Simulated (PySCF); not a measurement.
# C4H9FOSi2: circular dichroism and optical rotation

Aim: compute the circular dichroism and optical rotation of C4H9FOSi2 (`CC#C[Si@@H](O)[C@H](F)[SiH3]`).

Computed with PySCF 2.14.0 and routines of our own; the level stands in each step. Atoms count from 0.

### 1 The starting structure

17 atoms, charge 0, multiplicity 1; geometry from: GFN2-xTB.

### 2 Circular dichroism and optical rotation: TDDFT wB97X-D/def2-SVPD

Job settings and geometry (Å):

```
{"job": {"kind": "ecd", "xc": "wB97X-D", "basis": "def2-SVPD", "nstates": 8}, "charge": 0, "multiplicity": 1}
C     -3.850563    -0.724943    -0.457974
C     -2.544489    -0.197982    -0.135061
C     -1.460703     0.253505     0.138669
Si     0.230086     0.905692     0.497900
O      0.554272     0.987861     2.087191
C      1.468936    -0.298651    -0.352963
F      1.376852    -1.539834     0.310694
Si     3.309984     0.217882    -0.357463
H     -3.874518    -1.799115    -0.275315
H     -4.609982    -0.242204     0.156901
H     -4.075444    -0.539519    -1.508287
H      0.418081     2.275678     0.043416
H      0.663610     0.194226     2.605942
H      1.137913    -0.507678    -1.374709
H      3.402895     1.446120    -1.147257
H      4.098095    -0.856122    -0.963697
H      3.747975     0.437114     1.021027
```

With the program's defaults for keys left out, this is: TDDFT wB97X-D/def2-SVPD circular dichroism and optical rotation, one conformer, gas phase.

On the command line:

```sh
$ OMP_NUM_THREADS=1 python excited_run.py task.json out
```

This one command runs all jobs of the session in turn.

The program printed:

```text
coarse grid: 15344 points
cycle   1  E = -911.0796032031  dE =  7.752e-01  |g| = 8.132e-01  |ddm| = 7.707e+00
cycle   2  E = -911.0535472350  dE =  2.606e-02  |g| = 9.558e-01  |ddm| = 2.282e+00
cycle   3  E = -911.2151159386  dE = -1.616e-01  |g| = 6.766e-02  |ddm| = 1.034e+00
cycle   4  E = -911.2162203708  dE = -1.104e-03  |g| = 2.436e-02  |ddm| = 2.126e-01
cycle   5  E = -911.2163921646  dE = -1.718e-04  |g| = 6.488e-03  |ddm| = 9.273e-02
cycle   6  E = -911.2164019634  dE = -9.799e-06  |g| = 3.545e-03  |ddm| = 2.111e-02
cycle   7  E = -911.2164049824  dE = -3.019e-06  |g| = 8.424e-04  |ddm| = 8.866e-03
final grid: 139848 points
cycle   8  E = -911.3483845694  dE = -1.071e-04  |g| = 7.381e-03  |ddm| = 1.597e-01
cycle   9  E = -911.3483834135  dE =  1.156e-06  |g| = 8.659e-03  |ddm| = 2.603e-02
cycle  10  E = -911.3483953325  dE = -1.192e-05  |g| = 5.802e-04  |ddm| = 7.297e-03
cycle  11  E = -911.3483954061  dE = -7.357e-08  |g| = 4.862e-04  |ddm| = 3.149e-03
cycle  12  E = -911.3483954642  dE = -5.816e-08  |g| = 1.420e-04  |ddm| = 1.017e-03
cycle  13  E = -911.3483954694  dE = -5.187e-09  |g| = 3.488e-05  |ddm| = 3.112e-04
cycle  14  E = -911.3483954699  dE = -4.611e-10  |g| = 8.025e-06  |ddm| = 1.105e-04
converged SCF energy = -911.3483954699

Singlet excitations and rotatory strengths (1e-40 esu^2 cm^2)
state   eV       nm     f(len)   f(vel)    R(len)    R(vel)   main configurations
  1   5.9051   210.0  0.00045  0.00052     0.016    -0.060   H->L 0.62
  2   6.2423   198.6  0.00342  0.00370     3.069     3.129   H-1->L 0.40, H->L+1 0.27
  3   6.3435   195.5  0.00109  0.00126     1.052     1.149   H-1->L+1 0.62, H-1->L+5 0.12, H-1->L+2 0.09
  4   6.8645   180.6  0.00985  0.00826     5.915     5.411   H-2->L 0.50, H->L 0.14, H->L+4 0.09
  5   7.4801   165.8  0.08463  0.09292    -5.139    -2.886   H->L+2 0.40, H->L+1 0.16, H-2->L 0.15
  6   7.6058   163.0  0.11408  0.11952     5.927     4.408   H-1->L+2 0.45, H-1->L 0.18, H-1->L+3 0.10
  7   7.6160   162.8  0.16902  0.17067   -59.363   -61.452   H->L+2 0.21, H-2->L+1 0.21, H->L+4 0.12
  8   7.7097   160.8  0.24130  0.25014   -34.153   -33.033   H->L+3 0.20, H->L+1 0.18, H-1->L+2 0.14

Specific rotation (deg / (dm g/mL))
    nm     length   length(OI)   velocity    alpha(len)  alpha(vel)
  633.0     -96.28     -96.01     -97.12      108.118    108.840
  589.3    -113.16    -112.85    -114.18      108.610    109.339
  546.0    -134.91    -134.54    -136.15      109.227    109.965
  436.0    -232.61    -232.04    -234.96      111.813    112.588
  405.0    -281.32    -280.67    -284.28      113.006    113.799
  365.0    -372.71    -371.94    -376.88      115.105    115.929
  355.0    -403.05    -402.23    -407.64      115.767    116.601
```

Wall time 2 min (1 thread of Arm Neoverse V1, shared host); peak memory 1.1 GiB.

### 3 What came out

```
                                                                                    quantity                                                          value
state of largest rotatory strength (velocity form) among 8 (step 2, TDDFT wB97X-D/def2-SVPD)  7.62 eV, R = -61.5 (velocity), -59.4 (length) ·10⁻⁴⁰ esu² cm²
                             specific rotation at 633.0 nm (step 2, TDDFT wB97X-D/def2-SVPD)                               -97.1 (velocity), -96.3 (length)
```

**Reading.** Rotations belong to one conformer.
